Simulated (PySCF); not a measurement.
# One shape, several levels: SiBrCl3 (bromotrichlorosilane)

Aim: a comparison of 6 runs (HF/STO-3G, BLYP/STO-3G, B2PLYP/cc-pVDZ, PBE0/def2-SVP, SVWN5/6-31G*, B3LYP/6-31G*) of SiBrCl3 (bromotrichlorosilane). Input form: a Python script.

The calculation is run with PySCF 2.14.0.

1 further run of the same task is left out (set aside as unsound or not needed).

### Step 1. The structure to begin with

SiBrCl3 has 5 atoms, charge 0, and is taken as a singlet. As SMILES, `Cl[Si](Cl)(Cl)Br`. Geometry: relaxed at PBE0-D4/def2-TZVP.

Bond lengths: Cl1–Si2 2.023 Å, Si2–Cl3 2.023 Å, Si2–Cl4 2.023 Å, Si2–Br5 2.188 Å. Angles: Cl1–Si2–Cl3 109.3°, Cl1–Si2–Cl4 109.3°, Cl1–Si2–Br5 109.7°, Cl3–Si2–Cl4 109.3°, Cl3–Si2–Br5 109.7°, Cl4–Si2–Br5 109.7°.

### Step 2. Energy and forces at HF/STO-3G (run 1)

run.py reads:

```python
import pyscf.grad
from pyscf import gto, scf

system = gto.Mole()
system.atom = [
    ('Cl', (-0.852900, -0.217700, 1.821600)),
    ('Si', (0.003400, -0.042600, -0.003200)),
    ('Cl', (1.690500, -1.158200, -0.059200)),
    ('Cl', (-1.285700, -0.709700, -1.412800)),
    ('Br', (0.494400, 2.054400, -0.387900)),
]
system.spin = 0
system.max_memory = 1860
system.basis = 'sto-3g'
system.verbose = 4
system.charge = 0
system.build()

hf = scf.RHF(system)
hf.conv_tol = 1e-10
hf.kernel()
if not hf.converged:
    hf = hf.newton().run(hf.mo_coeff, hf.mo_occ)

e_tot = hf.e_tot
print('E = %.10f Eh' % e_tot)
grad = hf.Gradients().kernel()
dip = hf.dip_moment()
pop, q = hf.mulliken_pop()
```

Command:

```
$ OMP_NUM_THREADS=1 python run.py
```

What it wrote:

```text
PySCF version 2.14.0

[... 57 lines left out ...]
converged SCF energy = -4194.20971968179
[... 12 lines left out ...]
Dipole moment(X, Y, Z, Debye):  0.21389,  0.91469, -0.16789
[... 60 lines left out ...]
charge of    4Br =     -0.11553
```

It took 4.5 s on 1 thread of Intel Xeon at 2.70GHz, shared host; peak memory 0.12 GiB.

### Step 3. Energy and forces at BLYP/STO-3G (run 2)

input.py reads:

```python
from pyscf import gto, dft

mol = gto.M(
    atom='''
Cl  -0.852900  -0.217700   1.821600
Si   0.003400  -0.042600  -0.003200
Cl   1.690500  -1.158200  -0.059200
Cl  -1.285700  -0.709700  -1.412800
Br   0.494400   2.054400  -0.387900
''',
    verbose=4,
    charge=0,
    basis='sto-3g',
    max_memory=1860,
)

myscf = dft.RKS(mol)
myscf.xc = 'blyp'
myscf.conv_tol = 1e-10
myscf.grids.level = 5
myscf.kernel()
if not myscf.converged:
    myscf = myscf.newton().run(myscf.mo_coeff, myscf.mo_occ)

e_tot = myscf.e_tot
print('Final energy', e_tot)
grad = myscf.nuc_grad_method().kernel()
myscf.analyze()
```

Command:

```
$ OMP_NUM_THREADS=1 python input.py
```

What it wrote:

```text
PySCF version 2.14.0

[... 89 lines left out ...]
Two-electron Energy =                 2364.042702025288236
[... 9 lines left out ...]
MO #6   energy= -59.7074607769242  occ= 2
[... 7 lines left out ...]
MO #14  energy= -6.83333167500911  occ= 2
[... 7 lines left out ...]
MO #22  energy= -6.81694984866673  occ= 2
[... 7 lines left out ...]
MO #30  energy= -1.48919961918566  occ= 2
[... 7 lines left out ...]
MO #38  energy= -0.633724131444654 occ= 2
[... 7 lines left out ...]
MO #46  energy= -0.238086276324901 occ= 2
[... 7 lines left out ...]
MO #54  energy= 0.118078840611101  occ= 0
[... 62 lines left out ...]
Dipole moment(X, Y, Z, Debye):  0.24091,  1.03004, -0.18904
```

It took 15 s on 1 thread of Intel Xeon at 2.70GHz, shared host; peak memory 0.55 GiB.

Runs 3 to 4 aren't shown in full; the table further down has their settings and results.

### Step 4. Energy and forces at SVWN5/6-31G(d) (spherical functions) (run 5)

job.py reads:

```python
from pyscf import gto, dft

mol = gto.Mole()
mol.atom = [
    ('Cl', (-0.852900, -0.217700, 1.821600)),
    ('Si', (0.003400, -0.042600, -0.003200)),
    ('Cl', (1.690500, -1.158200, -0.059200)),
    ('Cl', (-1.285700, -0.709700, -1.412800)),
    ('Br', (0.494400, 2.054400, -0.387900)),
]
mol.max_memory = 1860
mol.basis = '6-31g*'
mol.verbose = 3
mol.spin = 0
mol.build()

calc0 = dft.RKS(mol)
calc0.xc = 'svwn'
calc0.conv_tol = 1e-10
calc0.grids.level = 5
calc0.kernel()
if not calc0.converged:
    calc0 = calc0.newton().run(calc0.mo_coeff, calc0.mo_occ)

energy = calc0.e_tot
print('E(%s) = %.9f' % ('SVWN5', energy))
grad = calc0.nuc_grad_method().kernel()
calc0.analyze()
```

Command:

```
$ OMP_NUM_THREADS=1 python job.py
```

What it wrote:

```text
converged SCF energy = -4234.91771141514
[... 22 lines left out ...]
MO #13  energy= -8.41854849974848  occ= 2
[... 12 lines left out ...]
MO #26  energy= -5.15307066525534  occ= 2
[... 12 lines left out ...]
MO #39  energy= -0.513875035355781 occ= 2
[... 12 lines left out ...]
MO #52  energy= -0.0244003304512225 occ= 0
[... 12 lines left out ...]
MO #65  energy= 0.319555440083671  occ= 0
[... 12 lines left out ...]
MO #78  energy= 0.581781125985316  occ= 0
[... 12 lines left out ...]
MO #91  energy= 0.869401349588646  occ= 0
[... 12 lines left out ...]
MO #104 energy= 4.71904298653514   occ= 0
[... 6 lines left out ...]
Dipole moment(X, Y, Z, Debye):  0.04477,  0.19258, -0.03537
```

It took 44 s on 1 thread of Intel Xeon at 2.70GHz, shared host; peak memory 0.6 GiB.

### Step 5. Energy and forces at B3LYP/6-31G(d) (Cartesian functions) (run 6)

calc.py reads:

```python
# Cl[Si](Cl)(Cl)Br
import pyscf.grad
from pyscf import gto, dft

mol = gto.M(
    atom='''
Cl      -0.852900      -0.217700       1.821600
Si       0.003400      -0.042600      -0.003200
Cl       1.690500      -1.158200      -0.059200
Cl      -1.285700      -0.709700      -1.412800
Br       0.494400       2.054400      -0.387900
''',
    cart=True,
    verbose=3,
    basis='6-31g*',
    spin=0,
    max_memory=1860,
)

mf = dft.RKS(mol)
mf.xc = 'b3lyp'
mf.conv_tol = 1e-10
mf.grids.level = 5
mf.kernel()
if not mf.converged:
    mf = mf.newton().run(mf.mo_coeff, mf.mo_occ)

energy = mf.e_tot
print('Final energy', energy)
grad = mf.Gradients().kernel()
dip = mf.dip_moment()
pop, q = mf.mulliken_pop()
```

Command:

```
$ OMP_NUM_THREADS=1 python calc.py
```

What it wrote:

```text
converged SCF energy = -4244.15405289286
Final energy -4244.154052892855
[... 8 lines left out ...]
Dipole moment(X, Y, Z, Debye):  0.05405,  0.23222, -0.04265
[... 117 lines left out ...]
charge of    4Br =     -0.12659
```

It took 65 s on 1 thread of Intel Xeon at 2.70GHz, shared host; peak memory 1.1 GiB.

### Step 6. Overview of the runs

```csv
run,level,integration grid,task,energy (Eh),dipole moment (D),HOMO energy (eV),LUMO energy (eV),wall time
1,HF/STO-3G,–,gradient,-4194.209720,0.95,-10.28,5.20,4.5 s
2,BLYP/STO-3G,5,gradient,-4197.559665,1.07,-5.24,0.18,15 s
3,B2PLYP/cc-pVDZ,5,energy,-4243.433857,0.18,-10.10,0.60,28 s
4,PBE0/def2-SVP,5,gradient,-4242.743044,0.11,-8.98,-0.64,39 s
5,SVWN5/6-31G* (spherical functions),5,gradient,-4234.917711,0.20,-7.91,-2.26,44 s
6,B3LYP/6-31G* (Cartesian functions),5,gradient,-4244.154053,0.24,-8.82,-1.32,65 s
```

### Step 7. Summary of results

| quantity | value |
| --- | --- |
| run 6: total energy | -4244.15405 Eh |
| run 6: dipole moment | 0.24 D |
| run 6: HOMO energy | -8.82 eV |
| run 6: LUMO energy | -1.32 eV |
| run 6: HOMO–LUMO gap | 7.50 eV |
| run 6: largest force on an atom | 0.611 eV/Å |

The dipole moment (its size) runs from 0.11 D (PBE0/def2-SVP) to 1.07 D (BLYP/STO-3G). The two ends differ in method and basis. The HOMO–LUMO gap runs from 5.41 eV (BLYP/STO-3G) to 15.48 eV (HF/STO-3G). Exact exchange widens orbital gaps. Totals of different functionals can't be ranked against each other. In runs 1, 2 the basis is minimal, so the values are rough. All runs together took 3.2 min, the longest 65 s.
